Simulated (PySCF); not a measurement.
# Antimony: the same states on changed settings, part 2 of 2

Aim: see what changed settings do to total energies and their difference. The change: initial guess sap, at most 50 SCF cycles. A sound run of the same states serves as the yardstick.

PySCF 2.14.0; changed: initial guess sap, at most 50 SCF cycles. The scripts are equivalent inputs of a driver's runs. Earlier steps stand in the parts before.

## Step 3: Changed run, Sb⁺

Level: UHF.

Input file input.py:

```python
from pyscf import gto, scf, dft, mp, cc
import basis_set_exchange as bse
mol = gto.M(atom="Sb 0 0 0", charge=1, spin=2, symmetry="D2h",
            basis=gto.basis.parse(bse.get_basis("x2c-TZVPall", elements=["Sb"], fmt="nwchem", header=False)),
            nucmod="G")
mf = scf.UHF(mol).sfx2c1e()
mf.irrep_nelec = {'Ag': (9, 9), 'B1g': (2, 2), 'B2g': (2, 2), 'B3g': (2, 2), 'B1u': (4, 3), 'B2u': (4, 3), 'B3u': (3, 3)}
mf.init_guess = "sap"
mf.max_cycle = 50
mf.kernel()
```

The program printed:

```text
damping factor = 0
level_shift factor = 0
DIIS = <class 'pyscf.scf.diis.CDIIS'>
diis_start_cycle = 1
diis_space = 10
diis_damp = 0
SCF conv_tol = 1e-09
SCF conv_tol_grad = None
number electrons alpha = 26  beta = 24
irrep_nelec {'Ag': (9, 9), 'B1g': (2, 2), 'B2g': (2, 2), 'B3g': (2, 2), 'Au': (0, 0), 'B1u': (4, 3), 'B2u': (4, 3), 'B3u': (3, 3)}
alpha HOMO (B2u) = -0.368722969076966  LUMO (B3u) = -0.607438670005447

WARN: HOMO -0.368722969076966 >= LUMO -0.607438670005447

cycle= 1 E= -6477.4975705683  delta_E= -31.2  |g|= 1.11  |ddm|= 20.5
alpha HOMO (B2u) = -0.573295942930298  LUMO (B3u) = -0.286500319205044
  HOMO = -0.57329594293  LUMO = -0.286500319205  gap/eV = 7.80411
cycle= 2 E= -6477.60935561777  delta_E= -0.112  |g|= 0.44  |ddm|= 0.917
alpha HOMO (B2u) = -0.605988144243737  LUMO (B3u) = -0.309807373552978
  HOMO = -0.605988144244  LUMO = -0.309807373553  gap/eV = 8.05949
cycle= 3 E= -6477.63681558028  delta_E= -0.0275  |g|= 0.0352  |ddm|= 0.35
alpha HOMO (B2u) = -0.602239820599639  LUMO (B3u) = -0.301102836767239
  HOMO = -0.6022398206  LUMO = -0.301102836767  gap/eV = 8.19435
cycle= 4 E= -6477.63712147129  delta_E= -0.000306  |g|= 0.00427  |ddm|= 0.0293
alpha HOMO (B1u) = -0.60246309422398  LUMO (B3u) = -0.299483374439829
  HOMO = -0.602463094224  LUMO = -0.29948337444  gap/eV = 8.24450
cycle= 5 E= -6477.63713796279  delta_E= -1.65e-05  |g|= 0.000733  |ddm|= 0.00938
alpha HOMO (B1u) = -0.60250750987518  LUMO (B3u) = -0.299246353789174
  HOMO = -0.602507509875  LUMO = -0.299246353789  gap/eV = 8.25216
cycle= 6 E= -6477.63713854785  delta_E= -5.85e-07  |g|= 0.000113  |ddm|= 0.00242
alpha HOMO (B1u) = -0.602526961586376  LUMO (B3u) = -0.299240351930025
  HOMO = -0.602526961586  LUMO = -0.29924035193  gap/eV = 8.25285
cycle= 7 E= -6477.63713856457  delta_E= -1.67e-08  |g|= 1.1e-05  |ddm|= 0.000655
alpha HOMO (B2u) = -0.60252651786229  LUMO (B3u) = -0.299238631716867
  HOMO = -0.602526517862  LUMO = -0.299238631717  gap/eV = 8.25288
cycle= 8 E= -6477.63713856473  delta_E= -1.64e-10  |g|= 1.63e-06  |ddm|= 7.78e-05
converged SCF energy = -6477.63713856473  <S^2> = 2.0092862  2S+1 = 3.0061844
```

Time after the integrals: 0.48 s (1 thread of Neoverse-N1, shared host).

Orbital energies by shell (radii are means over both spins):

| shell | electrons | mean orbital energy (eV) | spread (eV) | rms radius (bohr) |
| --- | --- | --- | --- | --- |
| 1s α | 1 | -30651.6 | 0 | 0.0325 |
| 1s β | 1 | -30651.5 | 0 | 0.0325 |
| 2s α | 1 | -4766.7 | 0 | 0.133 |
| 2s β | 1 | -4766.7 | 0 | 0.133 |
| 2p α | 3 | -4276.0 | 0.023 | 0.118 |
| 2p β | 3 | -4275.9 | 0.075 | 0.118 |
| 3s α | 1 | -982.29 | 0 | 0.352 |
| 3s β | 1 | -982.19 | 0 | 0.352 |
| 3p α | 3 | -818.05 | 0.019 | 0.352 |
| 3p β | 3 | -817.90 | 0.224 | 0.352 |
| 3d α | 5 | -566.55 | 0.134 | 0.331 |
| 3d β | 5 | -566.51 | 0.193 | 0.331 |
| 4s α | 1 | -185.08 | 0 | 0.843 |
| 4s β | 1 | -184.81 | 0 | 0.843 |
| 4p α | 3 | -132.27 | 0.064 | 0.913 |
| 4p β | 3 | -131.96 | 0.557 | 0.913 |
| 4d α | 5 | -52.805 | 0.393 | 1.11 |
| 4d β | 5 | -52.556 | 0.641 | 1.11 |
| 5s α | 1 | -26.746 | 0 | 2.36 |
| 5s β | 1 | -22.368 | 0 | 2.36 |
| 5p α | 2 | -16.396 | 0 | 2.88 |

⟨S²⟩ = 2.009, ⟨L²⟩ = 2.03.

Level: BP86.

input.py, as changed from the run before:

```diff
@@ -5,3 +5,3 @@
             nucmod="G")
-mf = scf.UHF(mol).sfx2c1e()
+mf = dft.UKS(mol, xc="B88,P86").sfx2c1e()
 mf.irrep_nelec = {'Ag': (9, 9), 'B1g': (2, 2), 'B2g': (2, 2), 'B3g': (2, 2), 'B1u': (4, 3), 'B2u': (4, 3), 'B3u': (3, 3)}
```

The program printed:

```text
damping factor = 0
level_shift factor = 0
DIIS = <class 'pyscf.scf.diis.CDIIS'>
diis_start_cycle = 1
diis_space = 10
diis_damp = 0
SCF conv_tol = 1e-09
SCF conv_tol_grad = None
number electrons alpha = 26  beta = 24
irrep_nelec {'Ag': (9, 9), 'B1g': (2, 2), 'B2g': (2, 2), 'B3g': (2, 2), 'Au': (0, 0), 'B1u': (4, 3), 'B2u': (4, 3), 'B3u': (3, 3)}
XC functionals = B88,P86
    A. D. Becke.,  Phys. Rev. A 38, 3098 (1988)
    J. P. Perdew.,  Phys. Rev. B 33, 8822 (1986)
alpha HOMO (B1u) = -0.568012385215384  LUMO (B3u) = -0.528827216655054

WARN: HOMO -0.568012385215384 >= LUMO -0.568041166787023

cycle= 1 E= -6480.69499147281  delta_E= -30.4  |g|= 1.96  |ddm|= 20.6
alpha HOMO (B2u) = -0.384666531513484  LUMO (B3u) = -0.387346486752298

WARN: HOMO -0.384666531513484 >= LUMO -0.387346486752298

cycle= 2 E= -6480.68883227532  delta_E= 0.00616  |g|= 1.63  |ddm|= 2.54
alpha HOMO (B2u) = -0.475620195156812  LUMO (B3u) = -0.478723061576473

WARN: HOMO -0.475620195156812 >= LUMO -0.478723061576473

cycle= 3 E= -6481.10623784553  delta_E= -0.417  |g|= 0.187  |ddm|= 1.37
alpha HOMO (B1u) = -0.464201050121686  LUMO (B3u) = -0.464063792891213

WARN: HOMO -0.464201050121686 >= LUMO -0.464063792891213

cycle= 4 E= -6481.11290585744  delta_E= -0.00667  |g|= 0.00832  |ddm|= 0.19
alpha HOMO (B2u) = -0.465757562480836  LUMO (B3u) = -0.465817830869528

WARN: HOMO -0.465757562480836 >= LUMO -0.465817830869528

cycle= 5 E= -6481.11291956338  delta_E= -1.37e-05  |g|= 9.9e-05  |ddm|= 0.00957
alpha HOMO (B1u) = -0.465746864717397  LUMO (B3u) = -0.465779926071069

WARN: HOMO -0.465746864717397 >= LUMO -0.465779926071069

cycle= 6 E= -6481.11291956794  delta_E= -4.56e-09  |g|= 1.17e-05  |ddm|= 0.000246
alpha HOMO (B2u) = -0.465752573563204  LUMO (B3u) = -0.465785422440403

WARN: HOMO -0.465752573563204 >= LUMO -0.465785422440403

cycle= 7 E= -6481.112919568  delta_E= -5.91e-11  |g|= 1.14e-06  |ddm|= 3.79e-05
converged SCF energy = -6481.112919568  <S^2> = 2.0012711  2S+1 = 3.0008473
```

It took 1.4 s on 1 thread of Neoverse-N1, shared host, the integrals not counted.

Level: r2SCAN.

input.py, as changed from the run before:

```diff
@@ -5,3 +5,3 @@
             nucmod="G")
-mf = dft.UKS(mol, xc="B88,P86").sfx2c1e()
+mf = dft.UKS(mol, xc="R2SCAN").sfx2c1e()
 mf.irrep_nelec = {'Ag': (9, 9), 'B1g': (2, 2), 'B2g': (2, 2), 'B3g': (2, 2), 'B1u': (4, 3), 'B2u': (4, 3), 'B3u': (3, 3)}
```

The program printed:

```text
damping factor = 0
level_shift factor = 0
DIIS = <class 'pyscf.scf.diis.CDIIS'>
diis_start_cycle = 1
diis_space = 10
diis_damp = 0
SCF conv_tol = 1e-09
SCF conv_tol_grad = None
number electrons alpha = 26  beta = 24
irrep_nelec {'Ag': (9, 9), 'B1g': (2, 2), 'B2g': (2, 2), 'B3g': (2, 2), 'Au': (0, 0), 'B1u': (4, 3), 'B2u': (4, 3), 'B3u': (3, 3)}
XC functionals = R2SCAN
    J. W. Furness, A. D. Kaplan, J. Ning, J. P. Perdew, and J. Sun.,  J. Phys. Chem. Lett. 11, 8208-8215 (2020)
    J. W. Furness, A. D. Kaplan, J. Ning, J. P. Perdew, and J. Sun.,  J. Phys. Chem. Lett. 11, 9248-9248 (2020)
    J. W. Furness, A. D. Kaplan, J. Ning, J. P. Perdew, and J. Sun.,  J. Phys. Chem. Lett. 11, 8208-8215 (2020)
    J. W. Furness, A. D. Kaplan, J. Ning, J. P. Perdew, and J. Sun.,  J. Phys. Chem. Lett. 11, 9248-9248 (2020)
alpha HOMO (B1u) = -0.552133073975304  LUMO (B3u) = -0.528557133216101

WARN: HOMO -0.552133073975304 >= LUMO -0.552149841728949

cycle= 1 E= -6480.02232253731  delta_E= -30.5  |g|= 1.85  |ddm|= 20.6
alpha HOMO (B2u) = -0.400933425103348  LUMO (B3u) = -0.385088560543787
  HOMO = -0.400933425103  LUMO = -0.385088560544  gap/eV = 0.43116
cycle= 2 E= -6480.0749227858  delta_E= -0.0526  |g|= 1.42  |ddm|= 2.22
alpha HOMO (B2u) = -0.483972412364343  LUMO (B3u) = -0.468162705622693
  HOMO = -0.483972412364  LUMO = -0.468162705623  gap/eV = 0.43020
cycle= 3 E= -6480.38878813361  delta_E= -0.314  |g|= 0.155  |ddm|= 1.13
alpha HOMO (B1u) = -0.474476744081202  LUMO (B3u) = -0.455752026537138
  HOMO = -0.474476744081  LUMO = -0.455752026537  gap/eV = 0.50953
cycle= 4 E= -6480.39331417039  delta_E= -0.00453  |g|= 0.00617  |ddm|= 0.154
alpha HOMO (B2u) = -0.476155016354801  LUMO (B3u) = -0.457203454634254
  HOMO = -0.476155016355  LUMO = -0.457203454634  gap/eV = 0.51570
cycle= 5 E= -6480.39332247697  delta_E= -8.31e-06  |g|= 0.000256  |ddm|= 0.00558
alpha HOMO (B1u) = -0.476260748416426  LUMO (B3u) = -0.457224012741837
  HOMO = -0.476260748416  LUMO = -0.457224012742  gap/eV = 0.51802
cycle= 6 E= -6480.3933225619  delta_E= -8.49e-08  |g|= 3.29e-05  |ddm|= 0.000984
alpha HOMO (B2u) = -0.476242532952761  LUMO (B3u) = -0.457197777887076
  HOMO = -0.476242532953  LUMO = -0.457197777887  gap/eV = 0.51823
cycle= 7 E= -6480.39332256319  delta_E= -1.29e-09  |g|= 6e-06  |ddm|= 0.000129
alpha HOMO (B2u) = -0.476245095242562  LUMO (B3u) = -0.457199578232933
  HOMO = -0.476245095243  LUMO = -0.457199578233  gap/eV = 0.51825
cycle= 8 E= -6480.3933225632  delta_E= -1.55e-11  |g|= 3.58e-07  |ddm|= 1.14e-05
converged SCF energy = -6480.3933225632  <S^2> = 2.0038989  2S+1 = 3.0025982
```

It took 3.3 s on 1 thread of Neoverse-N1, shared host, the integrals not counted.

Level: MP2 (valence).

input.py, as changed from the run before:

```diff
@@ -5,3 +5,3 @@
             nucmod="G")
-mf = dft.UKS(mol, xc="R2SCAN").sfx2c1e()
+mf = scf.UHF(mol).sfx2c1e()
 mf.irrep_nelec = {'Ag': (9, 9), 'B1g': (2, 2), 'B2g': (2, 2), 'B3g': (2, 2), 'B1u': (4, 3), 'B2u': (4, 3), 'B3u': (3, 3)}
@@ -10 +10,2 @@
 mf.kernel()
+mp.UMP2(mf, frozen=23).kernel()
```

This step left no log, only its results.

It took 0.12 s on 1 thread of Neoverse-N1, shared host, the integrals not counted.

With 4 electrons correlated, the MP2 correlation energy is -0.04433 hartree (-0.00738 same spin, -0.03695 opposite spin); the SCS form gives -0.04680. Largest pairs of shells: 5s-5p -0.0271, 5s-5s -0.0130, 5p-5p -0.0042.

## Step 4: What moved

| species | method | converged | energy less sound run (eV) |
| --- | --- | --- | --- |
| Sb | UHF | yes | -0.0000 |
| Sb | BP86 | yes | +0.0000 |
| Sb | r2SCAN | yes | +0.0000 |
| Sb | MP2 (valence) | yes | -0.0000 |
| Sb⁺ | UHF | yes | -0.0000 |
| Sb⁺ | BP86 | yes | +0.0000 |
| Sb⁺ | r2SCAN | yes | -0.0000 |
| Sb⁺ | MP2 (valence) | yes | -0.0000 |

Ionisation energy of Sb:

| method | sound run (eV) | changed run (eV) | shift (eV) |
| --- | --- | --- | --- |
| UHF | 8.577 | 8.577 | -0.000 |
| BP86 | 9.061 | 9.061 | -0.000 |
| r2SCAN | 9.171 | 9.171 | -0.000 |
| MP2 | 8.969 | 8.969 | +0.000 |
| SCS-MP2 | 8.850 | 8.850 | +0.000 |

## Step 5: Outcome

What follows sums up all 2 parts.

| quantity | value |
| --- | --- |
| change | initial guess sap, at most 50 SCF cycles |
| runs converged | 8 of 8 |
| largest shift of a converged total energy | 0.000 eV |
| largest shift of the ionisation energy | +0.000 eV (SCS-MP2) |

The difference hardly moves. Here the plain start reaches the same solutions.
